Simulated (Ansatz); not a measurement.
**Si2H6O (disilanol) at HF/3-21G**

What is the electronic atomisation energy of Si2H6O (disilanol) at HF/3-21G? 

The results are computed with Ansatz 0.2.0.

30 further runs of the same task are left out: 30 set aside as unsound or not needed.

## Step 1: Starting point

Si2H6O has 9 atoms, charge 0, and is taken as a singlet. As SMILES, `O[SiH2][SiH3]`. Geometry: relaxed at PBE0-D4/def2-TZVP. This is one conformer, not always the lowest.

Bond lengths: O1–Si2 1.654 Å, Si2–Si3 2.347 Å, O1–H4 0.958 Å, Si2–H5 1.493 Å, Si2–H6 1.484 Å, Si3–H7 1.489 Å, Si3–H8 1.491 Å, Si3–H9 1.488 Å. Some angles: O1–Si2–Si3 112.4°, O1–Si2–H5 111.3°, O1–Si2–H6 105.5°, Si3–Si2–H5 108.5°, Si3–Si2–H6 110.6°, Si2–O1–H4 117.6°, Si2–Si3–H7 110.0°, Si2–Si3–H8 110.1°, Si2–Si3–H9 111.4°, H5–Si2–H6 108.5°.

## Step 2: The energy at HF/3-21G

Input file in.yaml:

```yaml
crystal:
  periodic: [false, false, false]
  atoms:
    - {symbol: O, position_ang: [-1.609000, 1.039900, -0.762000]}
    - {symbol: Si, position_ang: [0.004800, 0.933100, -0.415900]}
    - {symbol: Si, position_ang: [0.544200, -1.038400, 0.738600]}
    - {symbol: H, position_ang: [-1.996600, 0.341400, -1.290800]}
    - {symbol: H, position_ang: [0.830600, 0.994500, -1.657800]}
    - {symbol: H, position_ang: [0.311400, 2.125200, 0.413000]}
    - {symbol: H, position_ang: [2.012900, -1.104800, 0.974500]}
    - {symbol: H, position_ang: [0.146200, -2.228200, -0.066200]}
    - {symbol: H, position_ang: [-0.156000, -1.109100, 2.049500]}
basis:
  gaussian: {orbitals: 3-21G.json}
hamiltonian: {xc: hf}
accuracy: high
output: {orbitals: {seedname: orbitals}}
```

The basis set 3-21G is read from a file made from the Basis Set Exchange's data (not shown).

Launch:

```sh
$ ansatz run in.yaml --threads 1 --pin off --max-ram 3480MiB --events-out events.jsonl --progress --plain --runs-dir runs
```

The program printed:

```text
Warning: RAYON_NUM_THREADS=1 ignored (pool sized by the plan → 1); use --threads N
Functional definition: HF
  name "HF"
  exchange = exact_x
  correlation = 0
1064 factors; integrals over basis functions are off by at most 3.8e-9 eV
mean field evaluation 1: about -17759.4571 eV, gradient 3.0e1 eV
mean field evaluation 2: about -17759.7253 eV, gradient 3.0e1 eV
mean field evaluation 4: about -17761.6263 eV, gradient 1.8e0 eV
mean field evaluation 8: about -17761.6481 eV, gradient 6.0e-2 eV
mean field evaluation 16: about -17761.6481 eV, gradient 3.5e-8 eV
mean field -17761.64808579 eV, -652.7285278753 hartree, gradient 3.5e-8 eV, S^2 0.000000; 0 other end points of the search recorded, 0 dependent functions left out
reference -17761.64808579 eV, -652.7285278753 hartree; 21, 21 occupied and 26, 26 virtual orbitals, 1064 factors
Total energy: -17761.64808579 eV, -652.7285278753 hartree
```

It took 0.48 s on 1 thread of Arm Neoverse V1, shared host; peak memory 0.099 GiB.

## Step 3: The H atom

Input file molecule.yaml:

```yaml
crystal:
  periodic: [false, false, false]
  atoms:
    - {symbol: H, position_ang: [0.000000, 0.000000, 0.000000]}
basis:
  gaussian: {orbitals: 3-21G.json}
magnetization: {spin_polarized: true, initial_magnetization: 1}
hamiltonian: {xc: hf}
accuracy: high
```

The basis set 3-21G is read from a file made from the Basis Set Exchange's data (not shown).

Run the same way, it converges to -0.49620 Eh (log not shown).

## Step 4: The O atom at the same level

Input file run.yaml:

```yaml
crystal:
  periodic: [false, false, false]
  atoms:
    - {symbol: O, position_ang: [0.000000, 0.000000, 0.000000]}
basis:
  gaussian:
    orbitals: 3-21G.json
magnetization:
  spin_polarized: true
  initial_magnetization: 2
hamiltonian:
  xc: hf
accuracy: high
```

The basis set 3-21G is read from a file made from the Basis Set Exchange's data (not shown).

Run the same way, it converges to -74.39366 Eh (log not shown).

## Step 5: The Si atom, same level

Input file job.yaml:

```yaml
crystal:
  periodic: [false, false, false]
  atoms:
    - symbol: Si
      position_ang: [0.000000, 0.000000, 0.000000]
basis:
  gaussian:
    orbitals: 3-21G.json
magnetization:
  spin_polarized: true
  initial_magnetization: 2
hamiltonian:
  xc: hf
accuracy: high
```

The basis set 3-21G is read from a file made from the Basis Set Exchange's data (not shown).

Run the same way, it converges to -287.34443 Eh (log not shown).

## Step 6: Summary of results

At HF/3-21G:

```
                     quantity          value
       molecule: total energy  -652.72853 Eh
        molecule: HOMO energy      -10.61 eV
        molecule: LUMO energy        3.32 eV
      molecule: HOMO–LUMO gap       13.93 eV
         H atom: total energy    -0.49620 Eh
                 H atom: ⟨S²⟩          0.750
         O atom: total energy   -74.39366 Eh
                 O atom: ⟨S²⟩          2.001
        Si atom: total energy  -287.34443 Eh
                Si atom: ⟨S²⟩          2.000
electronic atomisation energy      18.199 eV
```

What this shows: Taking the molecule apart into free atoms costs 18.20 eV (1756 kJ/mol), before zero-point energy and without spin-orbit coupling. Hartree–Fock lacks the correlation of the bonding pairs, which as a rule makes this value much too low; in minimal bases other errors can mask that. The basis has no polarisation functions, which makes bonds too weak.
